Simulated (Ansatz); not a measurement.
# BGeH₃S (SMILES [BH]1[S][GeH2]1): one structure at several levels

One table from this session's results is given with a row withheld; the runs are named, their logs left out.

The runs use Ansatz 0.2.0, Gaussian basis; single points in def2-TZVPP.

Cores are frozen in the correlated methods. Filled d shells of the heavier atoms are correlated.

### Where the work starts

SMILES `[BH]1[S][GeH2]1`, 6 atoms, charge 0, spin multiplicity 1.

Atoms are counted from 1 here; the program's logs count them from 0.

Bond lengths: B1–S2 1.713 Å, B1–Ge3 2.045 Å, B1–H4 1.063 Å, S2–Ge3 2.398 Å, Ge3–H5 1.641 Å, Ge3–H6 1.516 Å. Angles: S2–B1–Ge3 78.8°, S2–B1–H4 136.6°, Ge3–B1–H4 144.5°, B1–S2–Ge3 56.7°, B1–Ge3–S2 44.5°, B1–Ge3–H5 116.1°, B1–Ge3–H6 121.2°, S2–Ge3–H5 94.0°, S2–Ge3–H6 92.9°, H5–Ge3–H6 102.2°.

Geometry (Å):

| atom | x (Å) | y (Å) | z (Å) |
| --- | --- | --- | --- |
| B1 | -0.69110 | -1.02650 | -0.19700 |
| S2 | 0.82490 | -1.18500 | 0.58570 |
| Ge3 | -0.10730 | 0.92820 | -0.06060 |
| H4 | -1.47620 | -1.67660 | -0.49990 |
| H5 | 1.19690 | 1.35730 | -0.95920 |
| H6 | 0.20550 | 1.56230 | 1.28010 |

The first run:

run/in.yaml reads:

```yaml
crystal:
  periodic: [false, false, false]
  atoms:
    - {symbol: B, position_ang: [-0.691100, -1.026500, -0.197000]}
    - {symbol: S, position_ang: [0.824900, -1.185000, 0.585700]}
    - {symbol: Ge, position_ang: [-0.107300, 0.928200, -0.060600]}
    - {symbol: H, position_ang: [-1.476200, -1.676600, -0.499900]}
    - {symbol: H, position_ang: [1.196900, 1.357300, -0.959200]}
    - {symbol: H, position_ang: [0.205500, 1.562300, 1.280100]}
basis:
  gaussian: {orbitals: def2-TZVPP}
correlation: {method: ccsd_t}
output: {forces: true}
```

No record of the launch command was kept for these runs.

Among the steps run: CCSD(T)/def2-TZVPP; PBE0-D4/def2-TZVPP; wB97M-V/def2-TZVPP; r2SCAN-D4/def2-TZVPP; PBE-D4/def2-TZVPP; CAM-B3LYP-D4/def2-TZVPP; revPBE-D4/def2-TZVPP.

One table of the session follows, with a row left open; its other results are not shown here.

| method | RMS force component (eV/Å) | angle to CCSD(T) forces (°) | dipole (D) |
| --- | --- | --- | --- |
| CCSD(T) | 1.435 | reference | 1.18 |
| PBE0-D4 | 1.486 | 5.2 | 1.33 |
| wB97M-V | 1.446 | 6.4 | 1.41 |
| r2SCAN-D4 | ? | ? | ? |
| PBE-D4 | 1.451 | 6.8 | 1.10 |
| CAM-B3LYP-D4 | 1.479 | 7.2 | 1.46 |
| revPBE-D4 | 1.436 | 7.6 | 1.12 |

Estimate the missing values for r2SCAN-D4.

**Answer.** RMS force component (eV/Å): 1.452; angle to CCSD(T) forces (°): 3.8; dipole (D): 1.17. In the column «RMS force component (eV/Å)» it lies between PBE-D4 (1.451) and CAM-B3LYP-D4 (1.479).
